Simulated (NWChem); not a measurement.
**CH5AlOSi (SMILES [CH2]1O[SiH2][AlH]1) at 3 levels**

Aim: a comparison of 3 runs (HF/STO-3G, HF/3-21G, B3LYP/6-31G*) of CH5AlOSi. 

The calculation is run with NWChem 7.3.0.

### 1 The structure to begin with

CH5AlOSi: 9 atoms, total charge 0, spin state singlet. SMILES: `[CH2]1O[SiH2][AlH]1`. The coordinates come from a PBE0-D4/def2-TZVP relaxation.

Bond lengths: C1–O2 1.447 Å, O2–Si3 1.676 Å, C1–Al4 2.001 Å, Si3–Al4 2.424 Å, C1–H5 1.096 Å, C1–H6 1.096 Å, Si3–H7 1.493 Å, Si3–H8 1.493 Å, Al4–H9 1.591 Å. Some angles: C1–O2–Si3 113.4°, O2–C1–Al4 97.8°, O2–Si3–Al4 77.1°, C1–Al4–Si3 71.7°, O2–C1–H5 109.2°, O2–C1–H6 109.2°, Al4–C1–H5 116.8°, Al4–C1–H6 116.7°, O2–Si3–H7 111.1°, O2–Si3–H8 111.0°.

### 2 Energy and gradient at HF/STO-3G (run 1)

ch5alosi.nw reads:

```
START ch5alosi
TITLE "CH5AlOSi"
memory stack 880 mb heap 220 mb global 1100 mb

GEOMETRY noautosym nocenter noautoz
   C       -0.309900       1.022500      -0.653500
   O        0.621100      -0.021300      -1.022900
   Si       0.767800      -1.223900       0.135800
   Al      -0.858800       0.279300       1.121100
   H       -1.090200       1.097600      -1.420100
   H        0.213300       1.986000      -0.643000
   H        2.177700      -1.338300       0.615000
   H        0.422400      -2.560600      -0.433300
   H       -1.855100       0.712400       2.283700
END

BASIS spherical bse
   * library STO-3G
END

SCF
   thresh 1e-08
   maxiter 80
   print low
END

TASK scf gradient
```

The run is started by

```sh
$ nwchem ch5alosi.nw > ch5alosi.out
```

The log of the run:

```text
[...]
  functions       =    33
[...]
  wavefunction    = RHF
[...]
         Total SCF energy =   -638.742915555212
      One-electron energy =  -1288.410341686027
      Two-electron energy =    450.444868247767
 Nuclear repulsion energy =    199.222557883048
        Time for solution =      2.9s
[...]
                         RHF ENERGY GRADIENTS
    atom               coordinates                        gradient
                 x          y          z           x          y          z
   1 C      -0.585626   1.932245  -1.234936    0.004425   0.021070  -0.031493
   2 O       1.173709  -0.040251  -1.933001   -0.010523  -0.019108   0.040009
   3 Si      1.450932  -2.312836   0.256625    0.019971   0.011018  -0.046859
   4 Al     -1.622897   0.527800   2.118572   -0.007340   0.006403   0.004820
   5 H      -2.060179   2.074163  -2.683600    0.000217  -0.001457  -0.001082
   6 H       0.403079   3.752996  -1.215094    0.001775  -0.000458  -0.000174
   7 H       4.115256  -2.529020   1.162181    0.029069  -0.002510   0.011906
   8 H       0.798220  -4.838832  -0.818818   -0.008259  -0.028527  -0.010433
   9 H      -3.505631   1.346241   4.315567   -0.029335   0.013569   0.033307
 Task  times  cpu:        4.4s     wall:        4.4s
[...]
```

It took 5.4 s on 1 thread of AMD EPYC 7R43 (Zen 3), shared host; peak memory 0.094 GiB.

### 3 Energy and gradient at HF/3-21G (run 2)

mol.xyz reads:

```xyz
9
CH5AlOSi gradient
C     -0.309900     1.022500    -0.653500
O      0.621100    -0.021300    -1.022900
Si     0.767800    -1.223900     0.135800
Al    -0.858800     0.279300     1.121100
H     -1.090200     1.097600    -1.420100
H      0.213300     1.986000    -0.643000
H      2.177700    -1.338300     0.615000
H      0.422400    -2.560600    -0.433300
H     -1.855100     0.712400     2.283700
```

mol.nw reads:

```
start mol
title "CH5AlOSi gradient"
memory 2200 mb

geometry units angstrom noautosym nocenter noautoz
  load format xyz mol.xyz
end

basis spherical bse
  * library 3-21G
end

scf
  nopen 0
  rhf
  thresh 1e-08
  maxiter 80
end

task scf gradient
```

The run is started by

```sh
$ nwchem mol.nw > mol.out
```

The log of the run:

```text
[...]
  functions       =    54
[...]
  wavefunction    = RHF
[...]
         Total SCF energy =   -642.960782517436
      One-electron energy =  -1288.467207725549
      Two-electron energy =    446.283867325065
 Nuclear repulsion energy =    199.222557883049
        Time for solution =      3.0s
[...]
                         RHF ENERGY GRADIENTS
    atom               coordinates                        gradient
                 x          y          z           x          y          z
   1 C      -0.585626   1.932245  -1.234936    0.007922  -0.023232   0.013537
   2 O       1.173709  -0.040251  -1.933001   -0.006606  -0.004337   0.016341
   3 Si      1.450932  -2.312836   0.256625   -0.015165   0.024842  -0.003536
   4 Al     -1.622897   0.527800   2.118572    0.008972  -0.001521  -0.013269
   5 H      -2.060179   2.074163  -2.683600   -0.004127  -0.000625  -0.005450
   6 H       0.403079   3.752996  -1.215094    0.004406   0.005155  -0.000318
   7 H       4.115256  -2.529020   1.162181    0.002318  -0.000059  -0.003033
   8 H       0.798220  -4.838832  -0.818818    0.001838  -0.000405  -0.003329
   9 H      -3.505631   1.346241   4.315567    0.000441   0.000182  -0.000942
[...]
```

Run time: 5.7 s. Hardware: 1 thread of AMD EPYC 7R43 (Zen 3), shared host; peak memory 0.094 GiB.

### 4 Energy and forces at B3LYP/6-31G(d) (Cartesian functions) (run 3)

mol.nw reads:

```
start mol
title "CH5AlOSi gradient"
memory stack 880 mb heap 220 mb global 1100 mb

geometry units angstrom noautosym nocenter noautoz
 C     -0.309900     1.022500    -0.653500
 O      0.621100    -0.021300    -1.022900
 Si     0.767800    -1.223900     0.135800
 Al    -0.858800     0.279300     1.121100
 H     -1.090200     1.097600    -1.420100
 H      0.213300     1.986000    -0.643000
 H      2.177700    -1.338300     0.615000
 H      0.422400    -2.560600    -0.433300
 H     -1.855100     0.712400     2.283700
end

basis cartesian
 * library 6-31G*
end

dft
 xc b3lyp
 grid xfine
 convergence energy 1e-08
 maxiter 100
 mulliken
 print medium
end

task dft gradient
```

The run is started by

```sh
$ nwchem mol.nw > mol.out
```

The log of the run:

```text
[...]
          Wavefunction type:  closed shell.
          No. of atoms     :     9
          No. of electrons :    46
[...]
          Charge           :     0
          Spin multiplicity:     1
[...]
          AO basis - number of functions:    78
[...]
              XC Information
              --------------
                         B3LYP Method XC Potential
                     Hartree-Fock (Exact) Exchange  0.200
                        Slater Exchange Functional  0.800 local
                    Becke 1988 Exchange Functional  0.720 non-local
              Lee-Yang-Parr Correlation Functional  0.810
                  VWN I RPA Correlation Functional  0.190 local
[...]
 d= 0,ls=0.0,diis     1   -648.1729011790 -8.47D+02  2.00D-02  6.08D-01     4.5
[...]
 d= 0,ls=0.0,diis    10   -648.2390969309 -9.36D-09  6.63D-07  2.54D-09    37.6
         Total DFT energy =     -648.239096930940
      One electron energy =    -1293.134128098883
           Coulomb energy =      501.195730693581
    Exchange-Corr. energy =      -55.523257408686
 Nuclear repulsion energy =      199.222557883048
[...]
      Total Density - Mulliken Population Analysis
     ---------------------------------------------
    Atom       Charge   Shell Charges
 -----------   ------   -------------------------------------------------------
    1 C    6     6.23   1.99  0.69  2.01  0.59  0.91  0.04
    2 O    8     8.56   1.99  0.90  2.92  0.96  1.77  0.02
    3 Si  14    13.58   2.00  1.99  5.96  1.04  1.77  0.25  0.40  0.16
    4 Al  13    12.68   2.00  1.99  5.96  1.05  1.15  0.22  0.25  0.05
    5 H    1     0.85   0.53  0.32
    6 H    1     0.85   0.53  0.32
    7 H    1     1.09   0.51  0.58
    8 H    1     1.09   0.51  0.58
    9 H    1     1.08   0.49  0.59
[...]
  wavefunction    = closed shell
                         DFT ENERGY GRADIENTS
    atom               coordinates                        gradient
                 x          y          z           x          y          z
   1 C      -0.585626   1.932245  -1.234936    0.002443  -0.004109   0.000688
   2 O       1.173709  -0.040251  -1.933001   -0.002306  -0.003221   0.007746
   3 Si      1.450932  -2.312836   0.256625   -0.002651   0.007173  -0.003992
   4 Al     -1.622897   0.527800   2.118572    0.001807   0.000789  -0.003956
   5 H      -2.060179   2.074163  -2.683600    0.001077  -0.000593   0.001546
   6 H       0.403079   3.752996  -1.215094   -0.000684  -0.001833   0.000516
   7 H       4.115256  -2.529020   1.162181   -0.000598   0.000926  -0.000903
   8 H       0.798220  -4.838832  -0.818818   -0.000040   0.001288  -0.000559
   9 H      -3.505631   1.346241   4.315567    0.000953  -0.000422  -0.001085
[...]
```

It took 53 s on 1 thread of AMD EPYC 7R43 (Zen 3), shared host; peak memory 0.14 GiB.

### 5 The series

```csv
run,level,Cartesian functions,iteration cap,energy (Eh),largest force (eV/Å),wall time
1,HF/STO-3G,no,80,-638.742916,2.680,5.4 s
2,HF/3-21G,no,80,-642.960783,1.508,5.7 s
3,B3LYP/6-31G* (Cartesian functions),yes,100,-648.239097,0.447,53 s
```

### 6 Outcome

```
                       quantity          value
            run 3: total energy  -648.23910 Eh
           run 3: dipole moment         2.04 D
             run 3: HOMO energy       -6.69 eV
             run 3: LUMO energy       -2.06 eV
           run 3: HOMO–LUMO gap        4.63 eV
run 3: largest force on an atom     0.447 eV/Å
```

What this shows: In run 1 the basis is minimal, so the values are rough. All runs together took 65 s, the longest 53 s.
